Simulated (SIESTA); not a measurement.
The system is HfIn4SiO6.

```
Hf In Si O
1.0
     5.27743    0.00000    0.00000
    -2.63872    4.57039    0.00000
     0.00000    0.00000   10.55905
Hf In Si O
1 4 1 6
Direct
  0.66667 0.33333 0.00000
  0.00000 0.00000 0.30446
  0.00000 0.00000 0.69554
  0.33333 0.66667 0.78919
  0.33333 0.66667 0.21081
  0.00000 0.00000 0.00000
  0.97300 0.70496 0.89972
  0.29504 0.02700 0.10028
  0.29504 0.26804 0.89972
  0.73196 0.70496 0.10028
  0.73196 0.02700 0.89972
  0.97300 0.26804 0.10028
```

The cell was built by a generator and needn't be a form met in nature.

Base run:

- Program: SIESTA 5.4.2
- Functional: RPBE
- Potentials or basis: PseudoDojo 0.4 standard (PBE files)
- Basis: DZP (energy shift 0.003 Ry; two zetas on semicore shells)
- Grid cutoff: 800 Ry
- Energy shift: 0.003 Ry
- k mesh: 6 × 6 × 3
- Occupations: fermi-dirac, width 0.05 eV
- Spin: no spin polarisation

Its results: band gap on the k mesh none (metal or under the smearing width); pressure 3.0 GPa; largest force 0.264 eV/Å.

Problem. The run is repeated on the same cell with these changes: functional from RPBE to BLYP. What comes out?

Solution. Band gap on the k mesh 0.19 eV, indirect (least direct gap 1.78 eV); pressure 4.2 GPa; largest force 0.353 eV/Å.

Caveats: short orbitals over semicore shells can move pressures by several GPa; the potentials were made for another functional, which shifts forces and pressure; spin-orbit coupling is left out, which moves the levels of the heavy elements; the basis of atomic orbitals isn't converged, which shifts pressures, moduli and gaps.
